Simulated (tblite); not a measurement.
# C₄H₁₀BN₂O radical: geometry, infrared bands and EPR parameters

The runs use tblite 0.8.0 and PySCF 2.14.0, with density-fitted response routines of our own; the level of theory stands in each step. All values are computed, except where a source is named. Atoms count from 0, in the outputs and in this text.

### Step 1. Starting geometry

18 atoms, charge 0, multiplicity 2; geometry from: force field or distance geometry start.

Bonds of the start (Å): C0–C1 1.54, C1–O2 1.38, O2–B3 1.47, B3–N4 1.52, N4–C5 1.46, C5–C6 1.54, C6–N7 1.46, N7–B3 1.50, C0–H8 1.11, C0–H9 1.11, C0–H10 1.11, C1–H11 1.10, N4–H12 1.05, C5–H13 1.11, C5–H14 1.11, C6–H15 1.13, C6–H16 1.11, N7–H17 1.05.

### Step 2. Optimising the geometry with GFN2-xTB

The job: settings as JSON, then the geometry in Å.

```
{"job": {"kind": "relax", "xc": "GFN2-xTB", "basis": "xTB"}, "charge": 0, "multiplicity": 2}
C      3.172200    -0.248500     0.056600
C      1.951600     0.680500     0.117300
O      1.153100     0.483300    -0.991000
B     -0.190900     0.217500    -0.468300
N     -0.681700    -1.195300    -0.202700
C     -2.100200    -0.962600     0.071000
C     -2.317300     0.543300     0.336500
N     -1.202800     1.302500    -0.230300
H      2.832000    -1.306500     0.031800
H      3.793600    -0.093900     0.959700
H      3.757600    -0.026900    -0.854400
H      2.289200     1.731300     0.170200
H     -0.215700    -1.518700     0.675600
H     -2.686900    -1.272100    -0.815600
H     -2.435300    -1.560700     0.945600
H     -2.344600     0.721800     1.449800
H     -3.290100     0.877800    -0.081100
H     -1.492600     1.633300    -1.182300
```

On the command line:

```bash
> OMP_NUM_THREADS=1 python probes_run.py task.json out
```

One launch serves the whole session: the jobs run in the order shown.

Q: Estimate the wall time and peak memory of this first job on 1 thread of Arm Neoverse N1, shared host.

About 1.8 s, with a peak of 0.18 GiB.
